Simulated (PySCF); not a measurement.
# C₂H₃In: NMR shieldings, spin-spin couplings, relativistic core levels

Wanted: NMR shieldings, spin-spin couplings, relativistic core levels for C₂H₃In (`C#[C][InH2]`).

Programs: PySCF 2.14.0, with routines of our own; each step states its level. All values are computed. Atoms count from 0.

## Step 1: The system as given

6 atoms, charge 0, multiplicity 1; geometry from: GFN2-xTB.

## Step 2: NMR shieldings: PBE/pcJ-1 In:dyall-v2z, spin–orbit

What the job is given:

```
{"job": {"kind": "hnmr", "xc": "PBE", "basis": {"default": "pcJ-1", "In": "dyall-v2z"}, "rel": "so"}, "charge": 0, "multiplicity": 1}
C      1.937687     0.174338    -0.434870
C      0.761222     0.065936    -0.191440
In    -1.320149    -0.118547     0.241042
H      2.968274     0.266170    -0.649934
H     -2.494122     0.032599    -1.008098
H     -1.849789    -0.418506     1.850070
```

Level: PBE/pcJ-1 In:dyall-v2z GIAO NMR shielding, X2C with spin-orbit coupling, screened-nuclear two-electron part, Gaussian nuclei, gas phase.

Started as:

```sh
$ OMP_NUM_THREADS=1 python heavy_run.py task.json out
```

This one command runs all jobs of the session in turn.

Standard output:

```text
spin-free SCF
coarse grid: 25864 points
cycle   1  E = -5958.3623774329  dE = -6.529e-02  |g| = 5.925e-01  |ddm| = 2.405e+00
cycle   2  E = -5958.0211897232  dE =  3.412e-01  |g| = 1.212e+00  |ddm| = 1.629e+00
cycle   3  E = -5958.4303726414  dE = -4.092e-01  |g| = 1.528e-01  |ddm| = 1.266e+00
cycle   4  E = -5958.4244175187  dE =  5.955e-03  |g| = 2.450e-01  |ddm| = 3.294e-01
cycle   5  E = -5958.4394126503  dE = -1.500e-02  |g| = 5.199e-02  |ddm| = 1.646e-01
cycle   6  E = -5958.4401971783  dE = -7.845e-04  |g| = 1.366e-02  |ddm| = 6.115e-02
cycle   7  E = -5958.4402295257  dE = -3.235e-05  |g| = 1.892e-03  |ddm| = 1.000e-02
cycle   8  E = -5958.4402302877  dE = -7.620e-07  |g| = 6.488e-04  |ddm| = 3.244e-03
final grid: 52576 points
cycle   9  E = -5958.4410837349  dE = -4.017e-06  |g| = 7.993e-03  |ddm| = 2.339e-03
cycle  10  E = -5958.4410749085  dE =  8.826e-06  |g| = 6.209e-03  |ddm| = 5.227e-03
cycle  11  E = -5958.4410578196  dE =  1.709e-05  |g| = 1.020e-02  |ddm| = 1.003e-02
cycle  12  E = -5958.4410845520  dE = -2.673e-05  |g| = 8.947e-04  |ddm| = 6.271e-03
cycle  13  E = -5958.4410846264  dE = -7.445e-08  |g| = 4.798e-05  |ddm| = 5.028e-04
cycle  14  E = -5958.4410846271  dE = -6.457e-10  |g| = 1.051e-05  |ddm| = 7.193e-05
converged SCF energy = -5958.4410846271
two-component SCF
cycle   1  E = -5957.8695080226  dE = -5.958e+03  |FDS-SDF| = 9.053e+01
cycle   2  E = -5959.1736402224  dE = -1.304e+00  |FDS-SDF| = 5.211e-02
cycle   3  E = -5959.1736424099  dE = -2.187e-06  |FDS-SDF| = 1.190e-02
cycle   4  E = -5959.1736418964  dE =  5.135e-07  |FDS-SDF| = 8.006e-03
cycle   5  E = -5959.1736453976  dE = -3.501e-06  |FDS-SDF| = 1.512e-03
cycle   6  E = -5959.1736456430  dE = -2.453e-07  |FDS-SDF| = 2.132e-04
cycle   7  E = -5959.1736456574  dE = -1.444e-08  |FDS-SDF| = 3.809e-05
converged, E = -5959.1736456574

Field gradients (au) and densities at the nuclei (bohr^-3)
atom        Vxx        Vyy        Vzz        centre      nuclear mean
  0 C      0.0859     0.2018    -0.2877        126.433        126.430
  1 C      0.1549     0.1631    -0.3179        126.445        126.443
  2 In    -2.6571    -3.9609     6.6180     172504.895     168137.512
  3 H     -0.1831    -0.1879     0.3709          0.473          0.473
  4 H     -0.0469    -0.0544     0.1013          0.393          0.393
  5 H     -0.0470    -0.0545     0.1016          0.393          0.393
without picture change
  2 In                           7.2087                    362495.732

Core orbital energies (eV)
atom   shell        mean    spread
  2 In 1s       -27702.652   0.000
  2 In 2s        -4148.566   0.000
  2 In 3s         -787.722   0.000
  2 In 4s         -119.952   0.000
  2 In 2p1/2     -3868.049   0.000
  2 In 2p3/2     -3658.516   0.050
  2 In 3p1/2      -674.765   0.000
  2 In 3p3/2      -636.776   0.148
  2 In 4p1/2       -83.091   0.000
  2 In 4p3/2       -76.442   0.223
  2 In 3d3/2      -437.183   0.138
  2 In 3d5/2      -429.527   0.179
  2 In 4d3/2       -19.724   0.143
  2 In 4d5/2       -18.869   0.154

Shielding tensors (ppm)
atom      isotropic    diamagn.    paramagn.     s11        s22        s33       span
  0 C        74.81      261.61     -186.80      -7.37      -1.68     233.48     240.85
  1 C        69.21      249.23     -180.02     -67.00      -6.97     281.61     348.62
  2 In     3285.40     4614.48    -1329.08    2888.42    3479.72    3488.06     599.64
  3 H        29.31       31.14       -1.83      24.36      24.75      38.82      14.46
  4 H        19.78       26.71       -6.93       3.30      17.88      38.15      34.84
  5 H        19.78       26.74       -6.97       3.28      17.87      38.18      34.90
```

Run time: 23 s. Hardware: 1 thread of Arm Neoverse V1, shared host; peak memory 0.85 GiB.

Key values:

| quantity | value |
| --- | --- |
| energy from spin-orbit coupling | -0.7326 Eh |

## Step 3: Spin-spin couplings: PBE/pcJ-1 In:dyall-v2z, spin–orbit

What the job is given:

```
{"job": {"kind": "hj", "xc": "PBE", "basis": {"default": "pcJ-1", "In": "dyall-v2z"}, "rel": "so", "atoms": [2]}, "charge": 0, "multiplicity": 1}
C      1.937687     0.174338    -0.434870
C      0.761222     0.065936    -0.191440
In    -1.320149    -0.118547     0.241042
H      2.968274     0.266170    -0.649934
H     -2.494122     0.032599    -1.008098
H     -1.849789    -0.418506     1.850070
```

Level: PBE/pcJ-1 In:dyall-v2z indirect spin-spin coupling, X2C with spin-orbit coupling, screened-nuclear two-electron part, Gaussian nuclei, gas phase.

Standard output:

```text
spin-free SCF
coarse grid: 25864 points
cycle   1  E = -5958.3623774329  dE = -6.529e-02  |g| = 5.925e-01  |ddm| = 2.405e+00
cycle   2  E = -5958.0211897232  dE =  3.412e-01  |g| = 1.212e+00  |ddm| = 1.629e+00
cycle   3  E = -5958.4303726414  dE = -4.092e-01  |g| = 1.528e-01  |ddm| = 1.266e+00
cycle   4  E = -5958.4244175187  dE =  5.955e-03  |g| = 2.450e-01  |ddm| = 3.294e-01
cycle   5  E = -5958.4394126503  dE = -1.500e-02  |g| = 5.199e-02  |ddm| = 1.646e-01
cycle   6  E = -5958.4401971783  dE = -7.845e-04  |g| = 1.366e-02  |ddm| = 6.115e-02
cycle   7  E = -5958.4402295257  dE = -3.235e-05  |g| = 1.892e-03  |ddm| = 1.000e-02
cycle   8  E = -5958.4402302877  dE = -7.620e-07  |g| = 6.488e-04  |ddm| = 3.244e-03
final grid: 52576 points
cycle   9  E = -5958.4410837349  dE = -4.017e-06  |g| = 7.993e-03  |ddm| = 2.339e-03
cycle  10  E = -5958.4410749085  dE =  8.826e-06  |g| = 6.209e-03  |ddm| = 5.227e-03
cycle  11  E = -5958.4410578196  dE =  1.709e-05  |g| = 1.020e-02  |ddm| = 1.003e-02
cycle  12  E = -5958.4410845520  dE = -2.673e-05  |g| = 8.947e-04  |ddm| = 6.271e-03
cycle  13  E = -5958.4410846264  dE = -7.445e-08  |g| = 4.798e-05  |ddm| = 5.028e-04
cycle  14  E = -5958.4410846271  dE = -6.457e-10  |g| = 1.051e-05  |ddm| = 7.193e-05
converged SCF energy = -5958.4410846271
two-component SCF
cycle   1  E = -5957.8695080226  dE = -5.958e+03  |FDS-SDF| = 9.053e+01
cycle   2  E = -5959.1736402224  dE = -1.304e+00  |FDS-SDF| = 5.211e-02
cycle   3  E = -5959.1736424099  dE = -2.187e-06  |FDS-SDF| = 1.190e-02
cycle   4  E = -5959.1736418964  dE =  5.135e-07  |FDS-SDF| = 8.006e-03
cycle   5  E = -5959.1736453976  dE = -3.501e-06  |FDS-SDF| = 1.512e-03
cycle   6  E = -5959.1736456430  dE = -2.453e-07  |FDS-SDF| = 2.132e-04
cycle   7  E = -5959.1736456574  dE = -1.444e-08  |FDS-SDF| = 3.809e-05
converged, E = -5959.1736456574

Indirect spin-spin couplings
  i        j     bonds      J/Hz   K/1e19 T2/J   anisotropy/Hz
  2 115In   0  13C    2      130.26      195.60        75.6
  2 115In   1  13C    1      423.86      636.46       330.6
  2 115In   3   1H    3       25.96        9.80        12.2
  2 115In   4   1H    1     1491.63      563.32       187.2
  2 115In   5   1H    1     1487.29      561.69       186.9
```

It took 18 s on 1 thread of Arm Neoverse V1, shared host; peak memory 0.72 GiB.

In short:

| quantity | value |
| --- | --- |
| energy from spin-orbit coupling | -0.7326 Eh |

## Step 4: Relativistic core levels: PBE/pcJ-1 In:dyall-v2z, spin–orbit

What the job is given:

```
{"job": {"kind": "hxps", "xc": "PBE", "basis": {"default": "pcJ-1", "In": "dyall-v2z"}, "rel": "so", "holes": [[2, "3d"], [2, "4d"]]}, "charge": 0, "multiplicity": 1}
C      1.937687     0.174338    -0.434870
C      0.761222     0.065936    -0.191440
In    -1.320149    -0.118547     0.241042
H      2.968274     0.266170    -0.649934
H     -2.494122     0.032599    -1.008098
H     -1.849789    -0.418506     1.850070
```

Level: PBE/pcJ-1 In:dyall-v2z core ionisation, delta-SCF with one localised hole, X2C with spin-orbit coupling, screened-nuclear two-electron part, Gaussian nuclei, gas phase.

Standard output:

```text
spin-free SCF
coarse grid: 25864 points
cycle   1  E = -5958.3623774329  dE = -6.529e-02  |g| = 5.925e-01  |ddm| = 2.405e+00
cycle   2  E = -5958.0211897232  dE =  3.412e-01  |g| = 1.212e+00  |ddm| = 1.629e+00
cycle   3  E = -5958.4303726414  dE = -4.092e-01  |g| = 1.528e-01  |ddm| = 1.266e+00
cycle   4  E = -5958.4244175187  dE =  5.955e-03  |g| = 2.450e-01  |ddm| = 3.294e-01
cycle   5  E = -5958.4394126503  dE = -1.500e-02  |g| = 5.199e-02  |ddm| = 1.646e-01
cycle   6  E = -5958.4401971783  dE = -7.845e-04  |g| = 1.366e-02  |ddm| = 6.115e-02
cycle   7  E = -5958.4402295257  dE = -3.235e-05  |g| = 1.892e-03  |ddm| = 1.000e-02
cycle   8  E = -5958.4402302877  dE = -7.620e-07  |g| = 6.488e-04  |ddm| = 3.244e-03
final grid: 52576 points
cycle   9  E = -5958.4410837349  dE = -4.017e-06  |g| = 7.993e-03  |ddm| = 2.339e-03
cycle  10  E = -5958.4410749085  dE =  8.826e-06  |g| = 6.209e-03  |ddm| = 5.227e-03
cycle  11  E = -5958.4410578196  dE =  1.709e-05  |g| = 1.020e-02  |ddm| = 1.003e-02
cycle  12  E = -5958.4410845520  dE = -2.673e-05  |g| = 8.947e-04  |ddm| = 6.271e-03
cycle  13  E = -5958.4410846264  dE = -7.445e-08  |g| = 4.798e-05  |ddm| = 5.028e-04
cycle  14  E = -5958.4410846271  dE = -6.457e-10  |g| = 1.051e-05  |ddm| = 7.193e-05
converged SCF energy = -5958.4410846271
two-component SCF
cycle   1  E = -5957.8695080226  dE = -5.958e+03  |FDS-SDF| = 9.053e+01
cycle   2  E = -5959.1736402224  dE = -1.304e+00  |FDS-SDF| = 5.211e-02
cycle   3  E = -5959.1736424099  dE = -2.187e-06  |FDS-SDF| = 1.190e-02
cycle   4  E = -5959.1736418964  dE =  5.135e-07  |FDS-SDF| = 8.006e-03
cycle   5  E = -5959.1736453976  dE = -3.501e-06  |FDS-SDF| = 1.512e-03
cycle   6  E = -5959.1736456430  dE = -2.453e-07  |FDS-SDF| = 2.132e-04
cycle   7  E = -5959.1736456574  dE = -1.444e-08  |FDS-SDF| = 3.809e-05
converged, E = -5959.1736456574

Field gradients (au) and densities at the nuclei (bohr^-3)
atom        Vxx        Vyy        Vzz        centre      nuclear mean
  0 C      0.0859     0.2018    -0.2877        126.433        126.430
  1 C      0.1549     0.1631    -0.3179        126.445        126.443
  2 In    -2.6571    -3.9609     6.6180     172504.895     168137.512
  3 H     -0.1831    -0.1879     0.3709          0.473          0.473
  4 H     -0.0469    -0.0544     0.1013          0.393          0.393
  5 H     -0.0470    -0.0545     0.1016          0.393          0.393
without picture change
  2 In                           7.2087                    362495.732

Core orbital energies (eV)
atom   shell        mean    spread
  2 In 1s       -27702.652   0.000
  2 In 2s        -4148.566   0.000
  2 In 3s         -787.722   0.000
  2 In 4s         -119.952   0.000
  2 In 2p1/2     -3868.049   0.000
  2 In 2p3/2     -3658.516   0.050
  2 In 3p1/2      -674.765   0.000
  2 In 3p3/2      -636.776   0.148
  2 In 4p1/2       -83.091   0.000
  2 In 4p3/2       -76.442   0.223
  2 In 3d3/2      -437.183   0.138
  2 In 3d5/2      -429.527   0.179
  2 In 4d3/2       -19.724   0.143
  2 In 4d5/2       -18.869   0.154

hole in 3d5/2 of atom 2
cycle   1  E = -5942.0157116934  dE = -5.942e+03  |FDS-SDF| = 4.281e+00
cycle   2  E = -5941.5514441290  dE =  4.643e-01  |FDS-SDF| = 4.458e+00
cycle   3  E = -5942.5751783023  dE = -1.024e+00  |FDS-SDF| = 6.281e-01
cycle   4  E = -5942.4641500976  dE =  1.110e-01  |FDS-SDF| = 7.777e-01
cycle   5  E = -5942.6683264715  dE = -2.042e-01  |FDS-SDF| = 1.585e-01
cycle   6  E = -5942.6743839088  dE = -6.057e-03  |FDS-SDF| = 6.145e-02
cycle   7  E = -5942.6754508874  dE = -1.067e-03  |FDS-SDF| = 2.283e-02
cycle   8  E = -5942.6756094782  dE = -1.586e-04  |FDS-SDF| = 2.581e-03
cycle   9  E = -5942.6756116086  dE = -2.130e-06  |FDS-SDF| = 7.128e-04
cycle  10  E = -5942.6756117589  dE = -1.504e-07  |FDS-SDF| = 6.863e-05
cycle  11  E = -5942.6756117597  dE = -8.140e-10  |FDS-SDF| = 3.104e-05
converged, E = -5942.6756117597
hole in 4d5/2 of atom 2
cycle   1  E = -5958.1082280814  dE = -5.958e+03  |FDS-SDF| = 9.658e-01
cycle   2  E = -5957.6666369007  dE =  4.416e-01  |FDS-SDF| = 1.769e+00
cycle   3  E = -5958.1938384238  dE = -5.272e-01  |FDS-SDF| = 4.500e-01
cycle   4  E = -5958.2336287400  dE = -3.979e-02  |FDS-SDF| = 2.723e-01
cycle   5  E = -5958.2467394753  dE = -1.311e-02  |FDS-SDF| = 1.849e-01
cycle   6  E = -5958.2557504519  dE = -9.011e-03  |FDS-SDF| = 1.190e-02
cycle   7  E = -5958.2558005663  dE = -5.011e-05  |FDS-SDF| = 1.721e-03
cycle   8  E = -5958.2558021794  dE = -1.613e-06  |FDS-SDF| = 5.926e-04
cycle   9  E = -5958.2558024214  dE = -2.421e-07  |FDS-SDF| = 2.951e-04
cycle  10  E = -5958.2558025988  dE = -1.774e-07  |FDS-SDF| = 1.478e-04
cycle  11  E = -5958.2558026084  dE = -9.654e-09  |FDS-SDF| = 4.810e-05
converged, E = -5958.2558026084

Core binding energies (eV)
atom   line    delta-SCF   -orbital   splitting
  2 In 3d5/2     448.886     429.53     7.656
  2 In 4d5/2      24.926      18.87     0.855
```

Run time: 24 s. Hardware: 1 thread of Arm Neoverse V1, shared host; peak memory 0.72 GiB.

Key values:

| quantity | value |
| --- | --- |
| energy from spin-orbit coupling | -0.7326 Eh |

## Step 5: NMR shieldings: PBE/pcJ-1 In:dyall-v2z, non-relativistic

What the job is given:

```
{"job": {"kind": "hnmr", "xc": "PBE", "basis": {"default": "pcJ-1", "In": "dyall-v2z"}, "rel": "nr"}, "charge": 0, "multiplicity": 1}
C      1.937687     0.174338    -0.434870
C      0.761222     0.065936    -0.191440
In    -1.320149    -0.118547     0.241042
H      2.968274     0.266170    -0.649934
H     -2.494122     0.032599    -1.008098
H     -1.849789    -0.418506     1.850070
```

With the program's defaults for keys left out, this is: PBE/pcJ-1 In:dyall-v2z GIAO NMR shielding, non-relativistic, Gaussian nuclei, gas phase.

Standard output:

```text
non-relativistic SCF
coarse grid: 25864 points
cycle   1  E = -5819.5424939121  dE = -1.525e+02  |g| = 7.670e+00  |ddm| = 2.884e+00
cycle   2  E = -5818.8519516179  dE =  6.905e-01  |g| = 3.337e+00  |ddm| = 2.280e+00
cycle   3  E = -5813.1593537206  dE =  5.693e+00  |g| = 4.210e+00  |ddm| = 4.347e+00
cycle   4  E = -5815.1768840397  dE = -2.018e+00  |g| = 2.416e+00  |ddm| = 1.055e+01
cycle   5  E = -5819.8216039302  dE = -4.645e+00  |g| = 4.007e-01  |ddm| = 9.861e+00
cycle   6  E = -5819.8538176305  dE = -3.221e-02  |g| = 1.494e-01  |ddm| = 5.218e-01
cycle   7  E = -5819.8616410206  dE = -7.823e-03  |g| = 3.905e-02  |ddm| = 2.304e-01
cycle   8  E = -5819.8620996488  dE = -4.586e-04  |g| = 1.535e-02  |ddm| = 6.953e-02
cycle   9  E = -5819.8620858551  dE =  1.379e-05  |g| = 1.764e-02  |ddm| = 2.385e-02
cycle  10  E = -5819.8621641207  dE = -7.827e-05  |g| = 4.641e-03  |ddm| = 1.241e-02
cycle  11  E = -5819.8621676222  dE = -3.501e-06  |g| = 4.090e-04  |ddm| = 3.153e-03
final grid: 52576 points
cycle  12  E = -5819.8624003877  dE =  1.130e-07  |g| = 1.049e-03  |ddm| = 1.137e-03
cycle  13  E = -5819.8623989139  dE =  1.474e-06  |g| = 2.490e-03  |ddm| = 2.173e-03
cycle  14  E = -5819.8624004921  dE = -1.578e-06  |g| = 5.742e-04  |ddm| = 1.808e-03
cycle  15  E = -5819.8624005577  dE = -6.566e-08  |g| = 2.198e-04  |ddm| = 5.695e-04
cycle  16  E = -5819.8624005708  dE = -1.308e-08  |g| = 4.672e-05  |ddm| = 2.554e-04
cycle  17  E = -5819.8624005711  dE = -3.356e-10  |g| = 3.162e-06  |ddm| = 3.435e-05
converged SCF energy = -5819.8624005711
check of the scalar solution
cycle   1  E = -5819.8624005711  dE = -5.820e+03  |FDS-SDF| = 3.162e-06
cycle   2  E = -5819.8624005711  dE =  4.093e-11  |FDS-SDF| = 6.604e-06
converged, E = -5819.8624005711

Field gradients (au) and densities at the nuclei (bohr^-3)
atom        Vxx        Vyy        Vzz        centre      nuclear mean
  0 C      0.0894     0.2055    -0.2949        125.858        125.855
  1 C      0.1640     0.1730    -0.3370        125.873        125.870
  2 In    -2.4280    -3.6045     6.0326      82047.387      81784.464
  3 H     -0.1831    -0.1879     0.3710          0.473          0.473
  4 H     -0.0500    -0.0571     0.1071          0.400          0.400
  5 H     -0.0501    -0.0573     0.1074          0.400          0.400

Core orbital energies (eV)
atom   shell        mean    spread
  2 In 1s       -26796.588   0.000
  2 In 2s        -3924.214   0.000
  2 In 3s         -742.035   0.000
  2 In 4s         -111.120   0.000
  2 In 2p        -3664.841   0.073
  2 In 3p         -635.860   0.232
  2 In 4p          -76.487   0.383
  2 In 3d         -439.162   0.200
  2 In 4d          -20.218   0.311

Shielding tensors (ppm)
atom      isotropic    diamagn.    paramagn.     s11        s22        s33       span
  0 C        73.66      262.36     -188.70     -11.87      -1.26     234.09     245.96
  1 C        81.29      251.58     -170.29     -28.94      -8.26     281.07     310.01
  2 In     2545.82     4954.36    -2408.55    2127.13    2692.69    2817.63     690.50
  3 H        29.26       31.20       -1.94      24.21      24.67      38.89      14.68
  4 H        25.50       27.28       -1.78      17.37      19.18      39.96      22.59
  5 H        25.51       27.31       -1.80      17.37      19.17      39.99      22.62
```

Run time: 6.6 s. Hardware: 1 thread of Arm Neoverse V1, shared host; peak memory 0.86 GiB.

## Step 6: Spin-spin couplings: PBE/pcJ-1 In:dyall-v2z, non-relativistic

What the job is given:

```
{"job": {"kind": "hj", "xc": "PBE", "basis": {"default": "pcJ-1", "In": "dyall-v2z"}, "rel": "nr", "atoms": [2]}, "charge": 0, "multiplicity": 1}
C      1.937687     0.174338    -0.434870
C      0.761222     0.065936    -0.191440
In    -1.320149    -0.118547     0.241042
H      2.968274     0.266170    -0.649934
H     -2.494122     0.032599    -1.008098
H     -1.849789    -0.418506     1.850070
```

Level: PBE/pcJ-1 In:dyall-v2z indirect spin-spin coupling, non-relativistic, Gaussian nuclei, gas phase.

Standard output:

```text
non-relativistic SCF
coarse grid: 25864 points
cycle   1  E = -5819.5424939121  dE = -1.525e+02  |g| = 7.670e+00  |ddm| = 2.884e+00
cycle   2  E = -5818.8519516179  dE =  6.905e-01  |g| = 3.337e+00  |ddm| = 2.280e+00
cycle   3  E = -5813.1593537206  dE =  5.693e+00  |g| = 4.210e+00  |ddm| = 4.347e+00
cycle   4  E = -5815.1768840397  dE = -2.018e+00  |g| = 2.416e+00  |ddm| = 1.055e+01
cycle   5  E = -5819.8216039302  dE = -4.645e+00  |g| = 4.007e-01  |ddm| = 9.861e+00
cycle   6  E = -5819.8538176305  dE = -3.221e-02  |g| = 1.494e-01  |ddm| = 5.218e-01
cycle   7  E = -5819.8616410206  dE = -7.823e-03  |g| = 3.905e-02  |ddm| = 2.304e-01
cycle   8  E = -5819.8620996488  dE = -4.586e-04  |g| = 1.535e-02  |ddm| = 6.953e-02
cycle   9  E = -5819.8620858551  dE =  1.379e-05  |g| = 1.764e-02  |ddm| = 2.385e-02
cycle  10  E = -5819.8621641207  dE = -7.827e-05  |g| = 4.641e-03  |ddm| = 1.241e-02
cycle  11  E = -5819.8621676222  dE = -3.501e-06  |g| = 4.090e-04  |ddm| = 3.153e-03
final grid: 52576 points
cycle  12  E = -5819.8624003877  dE =  1.130e-07  |g| = 1.049e-03  |ddm| = 1.137e-03
cycle  13  E = -5819.8623989139  dE =  1.474e-06  |g| = 2.490e-03  |ddm| = 2.173e-03
cycle  14  E = -5819.8624004921  dE = -1.578e-06  |g| = 5.742e-04  |ddm| = 1.808e-03
cycle  15  E = -5819.8624005577  dE = -6.566e-08  |g| = 2.198e-04  |ddm| = 5.695e-04
cycle  16  E = -5819.8624005708  dE = -1.308e-08  |g| = 4.672e-05  |ddm| = 2.554e-04
cycle  17  E = -5819.8624005711  dE = -3.356e-10  |g| = 3.162e-06  |ddm| = 3.435e-05
converged SCF energy = -5819.8624005711
two-component SCF
cycle   1  E = -5819.8624005711  dE = -5.820e+03  |FDS-SDF| = 3.162e-06
cycle   2  E = -5819.8624005711  dE =  5.639e-11  |FDS-SDF| = 6.600e-06
converged, E = -5819.8624005711

Indirect spin-spin couplings
  i        j     bonds      J/Hz   K/1e19 T2/J   anisotropy/Hz
  2 115In   0  13C    2      113.31      170.14        48.7
  2 115In   1  13C    1      386.29      580.05       225.3
  2 115In   3   1H    3       20.73        7.83         7.9
  2 115In   4   1H    1     1122.81      424.04        95.3
  2 115In   5   1H    1     1119.46      422.77        95.0
```

Wall time 7 s (1 thread of Arm Neoverse V1, shared host); peak memory 0.72 GiB.

(Part 1 of 2 ends here.)
